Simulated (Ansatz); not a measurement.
**C3H6AlN: a ladder of functionals and wavefunction methods**

Aim: compute C3H6AlN with functionals from several rungs and with coupled cluster, and see how far each lands from CCSD(T) at the basis-set limit for the atomisation energy.

Program: Ansatz 0.2.0, Gaussian basis. Level of theory: functionals in def2-TZVPP, the program's frozen cores in correlated methods. These are calculated values, not measurements.

Levels to be run: LDA (SPW92), PBE-D4, revPBE-D4, BLYP-D4, r2SCAN-D4, B97M-V, PBE0-D4, B3LYP-D4, r2SCANh-D4, r2SCAN0-D4, HSE06-D4, BHLYP-D4, CAM-B3LYP-D4, LC-ωPBE, ωB97X-V, ωB97M-V, B2PLYP, PBE-QIDH; CCSD(T)/def2-SVP; CCSD(T)/def2-TZVPP; MP2/def2-QZVPP; extrapolation to the limit; RPA on PBE.

**1. Structure used throughout**

The geometry comes from an earlier relaxation with PBE0-D4 in a triple-zeta def2 set; it is a stationary point, not always the lowest conformer.

11 atoms, charge 0, spin multiplicity 1.

Atoms are counted from 1 here; the program's logs count them from 0.

Bond lengths: C1–Al2 1.938 Å, C1–H6 1.092 Å, C1–H7 1.095 Å, C1–H8 1.095 Å, Al2–C3 1.938 Å, Al2–C4 1.953 Å, C3–H9 1.095 Å, C3–H10 1.092 Å, C3–H11 1.095 Å, C4–N5 1.154 Å. Angles: Al2–C1–H6 113.1°, Al2–C1–H7 110.5°, Al2–C1–H8 110.6°, H6–C1–H7 108.0°, H6–C1–H8 108.1°, H7–C1–H8 106.2°, C1–Al2–C3 129.2°, C1–Al2–C4 115.4°, C3–Al2–C4 115.4°, Al2–C3–H9 110.8°, Al2–C3–H10 113.1°, Al2–C3–H11 110.4°, H9–C3–H10 108.2°, H9–C3–H11 106.2°, H10–C3–H11 107.9°, Al2–C4–N5 180.0°.

**2. LDA**

This LDA is Slater exchange with PW92 correlation.

in.yaml

```yaml
crystal:
  periodic: [false, false, false]
  atoms:
    - {symbol: C, position_ang: [-1.803385, -0.265527, 0.296602]}
    - {symbol: Al, position_ang: [0.033137, 0.158665, -0.153845]}
    - {symbol: C, position_ang: [1.672470, -0.628809, 0.515599]}
    - {symbol: C, position_ang: [0.264438, 1.588228, -1.463598]}
    - {symbol: N, position_ang: [0.400704, 2.432931, -2.238525]}
    - {symbol: H, position_ang: [-1.889941, -1.070391, 1.029639]}
    - {symbol: H, position_ang: [-2.313694, 0.615904, 0.698704]}
    - {symbol: H, position_ang: [-2.361374, -0.559952, -0.598307]}
    - {symbol: H, position_ang: [2.294914, -0.989355, -0.309537]}
    - {symbol: H, position_ang: [1.498874, -1.461529, 1.200537]}
    - {symbol: H, position_ang: [2.269357, 0.122734, 1.043331]}
basis:
  gaussian: {orbitals: def2-TZVPP}
hamiltonian: {xc: lda}
output: {orbitals: {seedname: orbitals}}
```

Run with:

```bash
$ ansatz run in.yaml --threads 4 --pin off --events-out ev --progress --plain --max-ram 10444MiB
```

After this run come: PBE-D4 (GGA); revPBE-D4 (GGA); BLYP-D4 (GGA); r2SCAN-D4 (meta-GGA); B97M-V (meta-GGA); B3LYP-D4 (hybrid); r2SCANh-D4 (hybrid); r2SCAN0-D4 (hybrid); HSE06-D4 (hybrid); BHLYP-D4 (hybrid); CAM-B3LYP-D4 (range-separated); LC-ωPBE (range-separated); ωB97X-V (range-separated); ωB97M-V (range-separated); B2PLYP (double hybrid); PBE-QIDH (double hybrid); CCSD(T) in def2-SVP; CCSD(T) in def2-TZVPP; MP2 in def2-QZVPP; RPA on PBE orbitals.

**Question.** What will the summary of the whole plan be? Wanted: atomisation energy, CCSD(T)/CBS; farthest beyond LDA; mean size of error, GGA; mean size of error, meta-GGA; mean size of error, hybrid; mean size of error, range-separated; mean size of error, double hybrid; gap, smallest and largest; T1 diagnostic.

As calculated:

```
                               quantity                                                                                                        value
        atomisation energy, CCSD(T)/CBS                                                                                                4360.3 kJ/mol
 functionals within 21.8 kJ/mol (0.5 %)  revPBE-D4, BLYP-D4, r2SCAN-D4, B97M-V, PBE0-D4, B3LYP-D4, HSE06-D4, CAM-B3LYP-D4, LC-ωPBE, ωB97X-V, ωB97M-V
                    farthest beyond LDA                                                                                     BHLYP-D4 (-124.3 kJ/mol)
                mean size of error, GGA                                                                                                  37.9 kJ/mol
           mean size of error, meta-GGA                                                                                                  10.6 kJ/mol
             mean size of error, hybrid                                                                                                  40.3 kJ/mol
    mean size of error, range-separated                                                                                                  13.1 kJ/mol
      mean size of error, double hybrid                                                                                                  24.9 kJ/mol
              gap, smallest and largest                                                                    4.55 eV (LDA (SPW92)), 11.63 eV (LC-ωPBE)
                          T1 diagnostic                                                                                                       0.0116
triples share of the correlation energy                                                                                                        4.3 %
```

**Reading.** LDA overbinds by 560.4 kJ/mol (13 %). PBE-D4 is off by +91.8 kJ/mol. Double hybrids carry the basis error of their MP2 part in triple zeta, and no dispersion term here, so their miss is partly the set-up's. The rungs meta-GGA, range-separated miss on average by less than the doubt on the reference (21.8 kJ/mol), so they tie. Misses under about 21.8 kJ/mol are within the doubt on the reference itself, which lacks core-valence correlation, relativity and higher excitations. Hartree-Fock recovers 73 % of the binding; the rest is correlation. CCSD(T) in def2-SVP is off by -212.1 kJ/mol, so the small basis spoils what the method gains. Orbital gaps span 4.5 to 11.6 eV; exact exchange widens them.
